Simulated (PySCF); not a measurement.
**From one method to the next for CaH⁺ (triplet)**

What do other methods print for CaH⁺ (triplet)?

Method: each script names its method and basis; program: PySCF 2.14.0.

2 further runs of the same task are left out: 2 that didn't finish.

### Step 1. Where the work starts

CaH⁺ (triplet): 2 atoms, charge 1, spin multiplicity 3.

Bond lengths: Ca1–H2 1.909 Å.

### Step 2. The base run

Contents of input.py:

```python
from pyscf import gto, scf, cc

mol = gto.M(
    atom='Ca 0 0 0; H 0 0 1.909',
    basis='6-31+g*',
    charge=1,
    spin=2,
    symmetry=True,
    verbose=4,
)
mf = scf.UHF(mol)
mf.kernel()
mycc = cc.CCSD(mf, frozen=5)
mycc.kernel()
e = mycc.ipccsd(nroots=5)[0]
print('roots (eV) =', (e*27.211386).round(3))
mf.dip_moment()
print('orbital energies (hartree):', [e[max(0, n-3):n+3].round(4) for e, n in zip(mf.mo_energy, mol.nelec)])
```

The run is started by

```console
$ OMP_NUM_THREADS=1 python input.py
```

### Step 3. MP2

Edit 1 changes step after the SCF: eomip → mp2.

Contents of input.py:

```python
from pyscf import gto, scf, mp

mol = gto.M(
    atom='Ca 0 0 0; H 0 0 1.909',
    basis='6-31+g*',
    charge=1,
    spin=2,
    symmetry=True,
    verbose=4,
)
mf = scf.UHF(mol)
mf.kernel()
mp.MP2(mf, frozen=5).kernel()
mf.dip_moment()
print('orbital energies (hartree):', [e[max(0, n-3):n+3].round(4) for e, n in zip(mf.mo_energy, mol.nelec)])
```

### Step 4. RHF

Edit 2 changes SCF type: UHF → RHF.

Changes to input.py since step 2:

```diff
@@ -10,3 +10,3 @@
 )
-mf = scf.UHF(mol)
+mf = scf.RHF(mol)
 mf.kernel()
@@ -17,2 +17,2 @@
 mf.dip_moment()
-print('orbital energies (hartree):', [e[max(0, n-3):n+3].round(4) for e, n in zip(mf.mo_energy, mol.nelec)])
+print('orbital energies (hartree):', mf.mo_energy[..., max(0, mol.nelec[1]-3):mol.nelec[0]+3].round(4))
```

### Step 5. Wb97x (UKS)

Edit 3 changes functional: none (Hartree–Fock) → wb97x; SCF type: UHF → UKS; step after the SCF: eomip → analyze.

Contents of input.py:

```python
from pyscf import gto, dft

mol = gto.M(
    atom='Ca 0 0 0; H 0 0 1.909',
    basis='6-31+g*',
    charge=1,
    spin=2,
    symmetry=True,
    verbose=4,
)
mf = dft.UKS(mol, xc='wb97x')
mf.kernel()
mf.analyze()
print('orbital energies (hartree):', [e[max(0, n-3):n+3].round(4) for e, n in zip(mf.mo_energy, mol.nelec)])
```

### Step 6. M06 (UKS)

Edit 4 changes functional: none (Hartree–Fock) → m06; SCF type: UHF → UKS; step after the SCF: eomip → analyze.

Contents of input.py:

```python
from pyscf import gto, dft

mol = gto.M(
    atom='Ca 0 0 0; H 0 0 1.909',
    basis='6-31+g*',
    charge=1,
    spin=2,
    symmetry=True,
    verbose=4,
)
mf = dft.UKS(mol, xc='m06')
mf.kernel()
mf.analyze()
print('orbital energies (hartree):', [e[max(0, n-3):n+3].round(4) for e, n in zip(mf.mo_energy, mol.nelec)])
```

### Step 7. Number of roots 2

Edit 5 changes number of roots: 5 → 2.

Changes to input.py since step 2:

```diff
@@ -14,3 +14,3 @@
 mycc.kernel()
-e = mycc.ipccsd(nroots=5)[0]
+e = mycc.ipccsd(nroots=2)[0]
 print('roots (eV) =', (e*27.211386).round(3))
```

Q: Predict the outcome of this session. Wanted: for each run, E(SCF); from base; gap, α spin; after the SCF.

As calculated:

| run | E(SCF) (hartree) | from base (eV) | cycles | gap, α spin (eV) | after the SCF |
| --- | --- | --- | --- | --- | --- |
| base | -676.967956 | 0 | 9 | 6.76 | CCSD correlation -0.333 eV, core frozen, first root 10.79 eV |
| MP2 | -676.967956 | 0.0000 | 9 | 6.76 | MP2 correlation -0.291 eV, core frozen |
| RHF | -676.967833 | +0.0033 | 8 | n/a | CCSD correlation -0.336 eV, core frozen, first root 10.79 eV |
| wb97x (UKS) | -677.737145 | not comparable | 9 | 6.67 | n/a |
| m06 (UKS) | -677.716620 | not comparable | 8 | 3.31 | n/a |
| number of roots 2 | -676.967956 | 0.0000 | 9 | 6.76 | CCSD correlation -0.333 eV, core frozen, first root 10.79 eV |

**Reading.** A lower total energy from another functional means nothing by itself.
